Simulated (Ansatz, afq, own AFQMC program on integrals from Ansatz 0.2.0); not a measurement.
**H3 (doublet): quantum Monte Carlo beside coupled cluster at distance H1–H2 along a hydrogen transfer = 0.745 Å, cc-pVTZ**

How near does AFQMC come to the top of the ladder for H3 (doublet)?

Computed with Ansatz 0.2.0, Gaussian basis, and an in-house AFQMC program (afq) on its integrals; all values are calculated. Level: cc-pVTZ, frozen cores.

To be run: Full CI; PBE (unrestricted); r2SCAN (unrestricted); PBE0 (unrestricted); B3LYP (unrestricted); wB97M-V (unrestricted); B2PLYP (unrestricted); CCSD(T) on UHF; Full CI; Phaseless AFQMC, CISD trial on UHF.

### Step 1. The system

The geometry derives from fragments relaxed apart (PBE0/def2-TZVP) and kept rigid, so it is no stationary point. A hydrogen atom is moved between rigid fragments.

3 atoms, charge 0, spin multiplicity 2.

Atoms are counted from 1 here; the program's logs count them from 0.

Bond lengths: H1–H2 0.745 Å.

### Step 2. Full CI

in.yaml reads:

```yaml
crystal:
  periodic: [false, false, false]
  atoms:
    - {symbol: H, position_ang: [0.000000, 0.000000, -0.819000]}
    - {symbol: H, position_ang: [0.000000, 0.000000, -0.074000]}
    - {symbol: H, position_ang: [0.000000, 0.000000, 0.893000]}
basis:
  gaussian: {orbitals: cc-pVTZ}
magnetization: {spin_polarized: false, initial_magnetization: 1}
correlation: {method: fci, electrons: outside_noble_gas}
```

On the command line:

```sh
ansatz run in.yaml --threads 1 --pin off --events-out ev --progress --plain --max-ram 15360MiB --backend cuda --devices 0, --max-vram 18GiB
```

What it wrote:

```text
Functional definition: HF
  name "HF"
  cite "Fock, Z. Phys. 61, 126 (1930) doi:10.1007/BF01340294"
  parent pbe
  exchange = exact_x
  correlation = 0
404 factors; integrals over basis functions are off by at most 2.5e-7 eV
mean field evaluation 1: about -43.0527 eV, gradient 5.9e0 eV
mean field evaluation 2: about -43.0515 eV, gradient 5.9e0 eV
mean field evaluation 4: about -43.3535 eV, gradient 7.5e-1 eV
mean field evaluation 8: about -43.3717 eV, gradient 7.4e-3 eV
mean field -43.37172983 eV, -1.5938816728 hartree, gradient 2.4e-6 eV, S^2 0.750000; 0 other end points of the search recorded, 0 dependent functions left out
mean field evaluation 16: about -43.4641 eV, gradient 2.3e0 eV
reference -43.37172983 eV, -1.5938816728 hartree; 2, 1 occupied and 40, 41 virtual orbitals, 404 factors
state -44.91326249 eV, -1.6505319532 hartree
Total energy: -44.91326249 eV, -1.6505319532 hartree
```

It took 8.5 s on 1 × NVIDIA H100 80GB HBM3 with 1 thread of AMD EPYC 7R13 (Zen 3), shared host.

From the report: 10,305 determinants, symmetry A1.

### Step 3. PBE (unrestricted)

in.yaml: that of step 2 with these lines changed.

```diff
@@ -8,3 +8,4 @@
   gaussian: {orbitals: cc-pVTZ}
-magnetization: {spin_polarized: false, initial_magnetization: 1}
-correlation: {method: fci, electrons: outside_noble_gas}
+magnetization: {spin_polarized: true, initial_magnetization: 1}
+hamiltonian: {xc: {name: PBE}}
+output: {orbitals: {seedname: orbitals}}
```

On the command line:

```sh
ansatz run in.yaml --threads 1 --pin off --events-out ev --progress --plain --max-ram 5120MiB --backend cpu
```

What it wrote:

```text
Functional definition: PBE
  name "PBE"
  cite "Perdew, Burke & Ernzerhof, Phys. Rev. Lett. 77, 3865 (1996) doi:10.1103/PhysRevLett.77.3865"
  parent pbe
  parameter kappa = 0.804
  parameter beta = 0.06672455060314922
  exchange = pbe_x(kappa = kappa, mu = beta*pi^2/3)
  correlation = pbe_c(beta = beta)
180 factors; their error is unknown
mean field evaluation 1: about -44.4821 eV, gradient 7.8e0 eV
mean field evaluation 2: about -44.8622 eV, gradient 3.5e0 eV
mean field evaluation 4: about -44.9605 eV, gradient 2.0e-1 eV
mean field evaluation 8: about -44.9580 eV, gradient 2.2e-4 eV
mean field -44.95803767 eV, -1.6521774107 hartree, gradient 4.0e-5 eV, S^2 0.754413; 0 other end points of the search recorded, 0 dependent functions left out
reference -44.95806325 eV, -1.6521783508 hartree; 2, 1 occupied and 40, 41 virtual orbitals, 180 factors
Total energy: -44.95806325 eV, -1.6521783508 hartree
```

Wall time 0.21 s (1 thread of AMD EPYC 7R13 (Zen 3), shared host).

From the report: ⟨S²⟩ of the determinant 0.754 (pure doublet: 0.75).

### Step 4. r2SCAN (unrestricted)

in.yaml: that of step 3 with these lines changed.

```diff
@@ -9,3 +9,2 @@
 magnetization: {spin_polarized: true, initial_magnetization: 1}
-hamiltonian: {xc: {name: PBE}}
-output: {orbitals: {seedname: orbitals}}
+hamiltonian: {xc: {name: r2SCAN}}
```

Launched as before.

What it wrote:

```text
Functional definition: r2SCAN
  name "r2SCAN"
  cite "Furness, Kaplan, Ning, Perdew & Sun, J. Phys. Chem. Lett. 11, 8208 (2020) doi:10.1021/acs.jpclett.0c02405"
  cite "Furness, Kaplan, Ning, Perdew & Sun, J. Phys. Chem. Lett. 11, 9248 (2020) doi:10.1021/acs.jpclett.0c03077"
  parent r2scan
  parameter k0 = 0.174
  parameter k1 = 0.065
  parameter a1 = 4.9479
  exchange = r2scan_x(k0 = k0, k1 = k1, a1 = a1)
  correlation = r2scan_c
180 factors; their error is unknown
mean field evaluation 1: about -44.8340 eV, gradient 6.7e0 eV
mean field evaluation 2: about -45.1476 eV, gradient 2.3e0 eV
mean field evaluation 4: about -45.1873 eV, gradient 1.6e-1 eV
mean field evaluation 8: about -45.1855 eV, gradient 1.3e-2 eV
mean field -45.18551180 eV, -1.6605369307 hartree, gradient 2.4e-5 eV, S^2 0.757563; 0 other end points of the search recorded, 0 dependent functions left out
reference -45.18552188 eV, -1.6605373013 hartree; 2, 1 occupied and 40, 41 virtual orbitals, 180 factors
Total energy: -45.18552188 eV, -1.6605373013 hartree
```

Wall time 0.39 s (1 thread of AMD EPYC 7R13 (Zen 3), shared host).

From the report: ⟨S²⟩ of the determinant 0.758 (pure doublet: 0.75).

### Step 5. PBE0 (unrestricted)

in.yaml: that of step 4 with these lines changed.

```diff
@@ -9,2 +9,3 @@
 magnetization: {spin_polarized: true, initial_magnetization: 1}
-hamiltonian: {xc: {name: r2SCAN}}
+hamiltonian: {xc: {name: PBE0}}
+output: {orbitals: {seedname: orbitals}}
```

Same command.

What it wrote:

```text
Functional definition: PBE0
  name "PBE0"
  cite "Adamo & Barone, J. Chem. Phys. 110, 6158 (1999) doi:10.1063/1.478522"
  cite "Perdew, Burke & Ernzerhof, Phys. Rev. Lett. 77, 3865 (1996) doi:10.1103/PhysRevLett.77.3865"
  parent pbe
  parameter a = 0.25
  parameter kappa = 0.804
  parameter beta = 0.06672455060314922
  exchange = (1 - a)*pbe_x(kappa = kappa, mu = beta*pi^2/3) + a*exact_x
  correlation = pbe_c(beta = beta)
180 factors; their error is unknown
mean field evaluation 1: about -44.7975 eV, gradient 5.1e0 eV
mean field evaluation 2: about -44.9895 eV, gradient 1.3e0 eV
mean field evaluation 4: about -45.0052 eV, gradient 6.2e-2 eV
mean field evaluation 8: about -45.0029 eV, gradient 2.9e-3 eV
mean field -45.00285017 eV, -1.6538242399 hartree, gradient 8.9e-6 eV, S^2 0.756857; 0 other end points of the search recorded, 0 dependent functions left out
reference -45.00287000 eV, -1.6538249684 hartree; 2, 1 occupied and 40, 41 virtual orbitals, 180 factors
Total energy: -45.00287000 eV, -1.6538249684 hartree
```

It took 0.18 s on 1 thread of AMD EPYC 7R13 (Zen 3), shared host.

From the report: ⟨S²⟩ of the determinant 0.757 (pure doublet: 0.75).

### Step 6. B3LYP (unrestricted)

in.yaml: that of step 5 with these lines changed.

```diff
@@ -9,3 +9,2 @@
 magnetization: {spin_polarized: true, initial_magnetization: 1}
-hamiltonian: {xc: {name: PBE0}}
-output: {orbitals: {seedname: orbitals}}
+hamiltonian: {xc: {name: B3LYP}}
```

Same command.

What it wrote:

```text
Functional definition: B3LYP
  name "B3LYP"
  cite "Stephens, Devlin, Chabalowski & Frisch, J. Phys. Chem. 98, 11623 (1994) doi:10.1021/j100096a001"
  cite "Becke, Phys. Rev. A 38, 3098 (1988) doi:10.1103/PhysRevA.38.3098"
  cite "Lee, Yang & Parr, Phys. Rev. B 37, 785 (1988) doi:10.1103/PhysRevB.37.785"
  cite "Vosko, Wilk & Nusair, Can. J. Phys. 58, 1200 (1980) doi:10.1139/p80-159"
  parameter a0 = 0.2
  parameter ax = 0.72
  parameter ac = 0.81
  exchange = (1 - a0 - ax)*slater_x + ax*b88_x + a0*exact_x
  correlation = (1 - ac)*vwn_rpa_c + ac*lyp_c
180 factors; their error is unknown
mean field evaluation 1: about -45.1390 eV, gradient 6.0e0 eV
mean field evaluation 2: about -45.3853 eV, gradient 1.8e0 eV
mean field evaluation 4: about -45.4112 eV, gradient 8.9e-2 eV
mean field evaluation 8: about -45.4089 eV, gradient 2.3e-3 eV
mean field -45.40890018 eV, -1.6687463023 hartree, gradient 2.7e-5 eV, S^2 0.755525; 0 other end points of the search recorded, 0 dependent functions left out
reference -45.40905212 eV, -1.6687518860 hartree; 2, 1 occupied and 40, 41 virtual orbitals, 180 factors
Total energy: -45.40905212 eV, -1.6687518860 hartree
```

It took 0.18 s on 1 thread of AMD EPYC 7R13 (Zen 3), shared host.

From the report: ⟨S²⟩ of the determinant 0.756 (pure doublet: 0.75).

### Step 7. wB97M-V (unrestricted)

in.yaml: that of step 6 with these lines changed.

```diff
@@ -9,2 +9,3 @@
 magnetization: {spin_polarized: true, initial_magnetization: 1}
-hamiltonian: {xc: {name: B3LYP}}
+hamiltonian: {xc: {name: wB97M-V}}
+output: {orbitals: {seedname: orbitals}}
```

Launched as before.

What it wrote, cut to the lines that bear on the results:

```text
Functional definition: wB97M-V
  name "wB97M-V"
  cite "Mardirossian & Head-Gordon, J. Chem. Phys. 144, 214110 (2016) doi:10.1063/1.4952647"
  cite "Becke, J. Chem. Phys. 107, 8554 (1997) doi:10.1063/1.475007"
  cite "Vydrov & Van Voorhis, J. Chem. Phys. 133, 244103 (2010) doi:10.1063/1.3521275"
  # Of w^i u^j: cxij and so on, Table III.
[...]
  gx(w, u) = 1 - cx + cx01*u + cx10*w
  gss(w, u) = css00 + css04*u^4 + css10*w + css20*w^2 + css43*w^4*u^3
  gos(w, u) = cos00 + cos10*w + (cos20 + cos21*u)*w^2 + (cos60 + cos61*u)*w^6
[...]
      + integral(e_c_pw_mod_opposite_spin*gos(b97_w_opposite, b97_u_opposite)) + vv10(b, c)
180 factors; their error is unknown
63 factors; integrals over basis functions are off by at most 2.4e-5 eV
[...]
mean field -44.50840998 eV, -1.6356538978 hartree, gradient 2.3e-5 eV, S^2 0.753820; 0 other end points of the search recorded, 0 dependent functions left out
reference -44.50843767 eV, -1.6356549154 hartree; 2, 1 occupied and 40, 41 virtual orbitals, 180 factors
Total energy: -44.50843767 eV, -1.6356549154 hartree
```

Run time: 0.72 s. Hardware: 1 thread of AMD EPYC 7R13 (Zen 3), shared host.

From the report: ⟨S²⟩ of the determinant 0.754 (pure doublet: 0.75).

### Step 8. B2PLYP (unrestricted)

in.yaml: that of step 7 with these lines changed.

```diff
@@ -9,3 +9,3 @@
 magnetization: {spin_polarized: true, initial_magnetization: 1}
-hamiltonian: {xc: {name: wB97M-V}}
-output: {orbitals: {seedname: orbitals}}
+hamiltonian: {xc: {name: B2PLYP}}
+correlation: {electrons: outside_noble_gas}
```

The command is unchanged.

What it wrote:

```text
Functional definition: B2PLYP
  name "B2PLYP"
  cite "Grimme, J. Chem. Phys. 124, 034108 (2006) doi:10.1063/1.2148954"
  cite "Becke, Phys. Rev. A 38, 3098 (1988) doi:10.1103/PhysRevA.38.3098"
  cite "Lee, Yang & Parr, Phys. Rev. B 37, 785 (1988) doi:10.1103/PhysRevB.37.785"
  parameter a = 0.53
  parameter c = 0.27
  exchange = (1 - a)*b88_x + a*exact_x
  correlation = (1 - c)*lyp_c + c*(mp2_os + mp2_ss)
213 factors; integrals over basis functions are off by at most 1.2e-3 eV
mean field evaluation 1: about -44.4208 eV, gradient 4.1e0 eV
mean field evaluation 2: about -44.4173 eV, gradient 4.1e0 eV
mean field evaluation 4: about -44.5822 eV, gradient 3.2e-1 eV
mean field evaluation 8: about -44.5836 eV, gradient 4.5e-3 eV
mean field evaluation 16: about -44.5836 eV, gradient 1.7e-6 eV
mean field -44.58363866 eV, -1.6384185009 hartree, gradient 1.7e-6 eV, S^2 0.760252; 0 other end points of the search recorded, 0 dependent functions left out
reference -44.58373681 eV, -1.6384221079 hartree; 2, 1 occupied and 40, 41 virtual orbitals, 213 factors
second order -1.30817638 eV of doubles, -0.00000000 eV of singles
Total energy: -44.93694444 eV, -1.6514022486 hartree
```

Wall time 0.24 s (1 thread of AMD EPYC 7R13 (Zen 3), shared host).

From the report: ⟨S²⟩ of the determinant 0.760 (pure doublet: 0.75).

### Step 9. CCSD(T) on UHF

in.yaml: that of step 8 with these lines changed.

```diff
@@ -9,3 +9,2 @@
 magnetization: {spin_polarized: true, initial_magnetization: 1}
-hamiltonian: {xc: {name: B2PLYP}}
-correlation: {electrons: outside_noble_gas}
+correlation: {method: ccsd_t, electrons: outside_noble_gas, hamiltonian_folder: ham}
```

On the command line:

```sh
ansatz run in.yaml --threads 1 --pin off --events-out ev --progress --plain --max-ram 15360MiB --backend cuda --devices 0, --max-vram 18GiB
```

What it wrote, cut to the lines that bear on the results:

```text
Functional definition: HF
  name "HF"
  cite "Fock, Z. Phys. 61, 126 (1930) doi:10.1007/BF01340294"
  parent pbe
[...]
213 factors; integrals over basis functions are off by at most 1.2e-3 eV
[...]
mean field -43.54332619 eV, -1.6001877227 hartree, gradient 1.7e-6 eV, S^2 0.769336; 0 other end points of the search recorded, 0 dependent functions left out
reference -43.54332619 eV, -1.6001877227 hartree; 2, 1 occupied and 40, 41 virtual orbitals, 213 factors
second order -1.06695945 eV of doubles, -0.00000000 eV of singles
cycle   1  -1.25010652 eV  change   -1.8e-1 eV  update   3.3e-2
[...]
cycle   9  -1.35606196 eV  change   -9.1e-7 eV  update   2.2e-6
perturbative correction -0.01116251 eV, -0.0004102148 hartree
Total energy: -44.91055066 eV, -1.6504322952 hartree
```

Run time: 3.7 s. Hardware: 1 × NVIDIA H100 80GB HBM3 with 1 thread of AMD EPYC 7R13 (Zen 3), shared host.

From the report: ⟨S²⟩ of the determinant 0.769 (pure doublet: 0.75); correlation -1.3672 eV; T1 0.015; largest double amplitude 0.06.

This run also writes the integrals to the folder ham.

### Step 10. Full CI

in.yaml reads:

```yaml
hamiltonian:
  integrals:
    folder: ../ham
correlation: {method: fci}
```

The command is unchanged.

What it wrote:

```text
Functional definition: HF
  name "HF"
  cite "Fock, Z. Phys. 61, 126 (1930) doi:10.1007/BF01340294"
  parent pbe
  exchange = exact_x
  correlation = 0
reference -43.35825482 eV, -1.5933864752 hartree; 2, 1 occupied and 40, 41 virtual orbitals, 213 factors
state -44.91326873 eV, -1.6505321827 hartree
Total energy: -44.91326873 eV, -1.6505321827 hartree
```

Run time: 6.5 s. Hardware: 1 × NVIDIA H100 80GB HBM3 with 1 thread of AMD EPYC 7R13 (Zen 3), shared host.

From the report: 10,305 determinants.

### Step 11. Phaseless AFQMC, CISD trial on UHF

It reads the integrals that the CCSD(T) run on this determinant wrote.

On the command line:

```sh
afq ham --method phaseless --trial cisd --walkers 4000 --populations 20 --least-time 60 --time-step 0.005 --steps-per-block 50 --equilibration-blocks 28 --max-blocks 4000 --target-error 0.00011 --factor-cut 1e-05 --start spin_pure --seed 2472 --release-times 0.24,0.51,0.99,1.62,2.4 --release-step 0.03 --release-every 3 --taylor-order 6
```

What it wrote:

```text
orbitals 42  electrons 2 1  factors 213 of 213
reference energy -1.60018772 Eh
CCSD correlation -0.04983436 Eh in 9 cycles, weight of the determinant in the CISD state 0.9744
energy of the start -1.649998 Eh
 block  time / (1/Eh)  mean weight  energy / Eh
     1     0.250  0.9998  -1.650081
     2     0.500  0.9998  -1.650195
     3     0.750  0.9999  -1.650274
     4     1.000  1.0000  -1.650328
     5     1.250  0.9999  -1.650393
     6     1.500  1.0000  -1.650409
     7     1.750  0.9999  -1.650445
     8     2.000  0.9999  -1.650446
     9     2.250  1.0000  -1.650474
    10     2.500  0.9999  -1.650516
    11     2.750  1.0000  -1.650472
    12     3.000  1.0000  -1.650496
    13     3.250  0.9999  -1.650505
    14     3.500  1.0001  -1.650491
    15     3.750  1.0001  -1.650505
    16     4.000  0.9999  -1.650525
    17     4.250  1.0001  -1.650499
    18     4.500  0.9999  -1.650512
    19     4.750  1.0000  -1.650493
    20     5.000  1.0000  -1.650522
    21     5.250  1.0000  -1.650551
    22     5.500  1.0000  -1.650553
    23     5.750  1.0000  -1.650545
    24     6.000  0.9999  -1.650528
    25     6.250  0.9999  -1.650505
    26     6.500  0.9999  -1.650526
    27     6.750  1.0001  -1.650507
    28     7.000  1.0001  -1.650527
    29     7.250  1.0000  -1.650505
    30     7.500  1.0000  -1.650508
    31     7.750  0.9999  -1.650519
    32     8.000  1.0000  -1.650530
    33     8.250  1.0000  -1.650514
    34     8.500  1.0002  -1.650508
    35     8.750  1.0000  -1.650502
    36     9.000  0.9999  -1.650541
    37     9.250  0.9998  -1.650516
    38     9.500  1.0000  -1.650557
    39     9.750  1.0000  -1.650513
    40    10.000  1.0002  -1.650543
    41    10.250  0.9999  -1.650531
    42    10.500  0.9999  -1.650541
    43    10.750  1.0000  -1.650522
    44    11.000  0.9999  -1.650517
    45    11.250  0.9999  -1.650559
    46    11.500  1.0000  -1.650519
    47    11.750  1.0002  -1.650522
    48    12.000  1.0001  -1.650523
    49    12.250  0.9999  -1.650522
    50    12.500  1.0001  -1.650513
    51    12.750  1.0000  -1.650518
    52    13.000  1.0001  -1.650527
    53    13.250  0.9999  -1.650516
    54    13.500  0.9998  -1.650482
    55    13.750  1.0002  -1.650500
    56    14.000  1.0000  -1.650525
    57    14.250  1.0000  -1.650516
    58    14.500  1.0000  -1.650524
    59    14.750  1.0000  -1.650505
    60    15.000  1.0000  -1.650521
    61    15.250  0.9998  -1.650490
    62    15.500  0.9999  -1.650512
    63    15.750  1.0001  -1.650524
    64    16.000  0.9999  -1.650521
    65    16.250  1.0002  -1.650543
    66    16.500  1.0001  -1.650531
    67    16.750  1.0000  -1.650538
    68    17.000  1.0000  -1.650549
    69    17.250  1.0001  -1.650532
    70    17.500  1.0001  -1.650522
    71    17.750  1.0001  -1.650505
    72    18.000  1.0001  -1.650482
    73    18.250  1.0001  -1.650516
    74    18.500  1.0000  -1.650502
    75    18.750  1.0001  -1.650520
    76    19.000  0.9998  -1.650529
    77    19.250  1.0000  -1.650546
    78    19.500  1.0000  -1.650509
error from the spread of 20 populations
released: time / (1/Eh)  energy / Eh  error  mean overlap
  0.24  -1.650527  0.000005  0.9985
  0.51  -1.650536  0.000005  0.9965
  0.99  -1.650533  0.000004  0.9951
  1.62  -1.650532  0.000003  0.9911
  2.40  -1.650537  0.000004  0.9881
energy -1.650521 +/- 0.000006 Eh
```

Wall time 60 s (1 × NVIDIA H100 80GB HBM3 with 2 threads of AMD EPYC 7R13 (Zen 3), shared host).

Energy -44.9130 ± 0.0002 eV. Caveats: constraint bias not in the error.

### Step 12. All levels side by side

On the UHF determinant, counted from full CI (exact for this spin and basis):

```tsv
level	energy (eV)	from full CI (kJ/mol)	statistical error (kJ/mol)	time
HF	-43.5433	+132.2		
MP2	-44.6103	+29.2		
CCSD	-44.8994	+1.3		
CCSD(T)	-44.9106	+0.3		
full CI	-44.9133	0.0		
Phaseless AFQMC, CISD trial, step 0.005, 4000 walkers	-44.9130	0.0	0.0	60 s
```

The functionals' totals stand on their own zeros and serve differences with other points: PBE -44.958 eV; r2SCAN -45.186 eV; PBE0 -45.003 eV; B3LYP -45.409 eV; wB97M-V -44.508 eV; B2PLYP -44.937 eV.

### Step 13. Outcome

| quantity | value |
| --- | --- |
| CCSD(T) on UHF from full CI | +0.3 kJ/mol |
| Phaseless AFQMC, CISD trial on UHF from full CI | 0.0 ± 0.0 kJ/mol |

**Reading.** On UHF the phaseless walk with the CISD trial lies 0.0 kJ/mol from full CI, within three error bars. Error bars are statistical and leave out the constraint, the time step and what remains of the start.
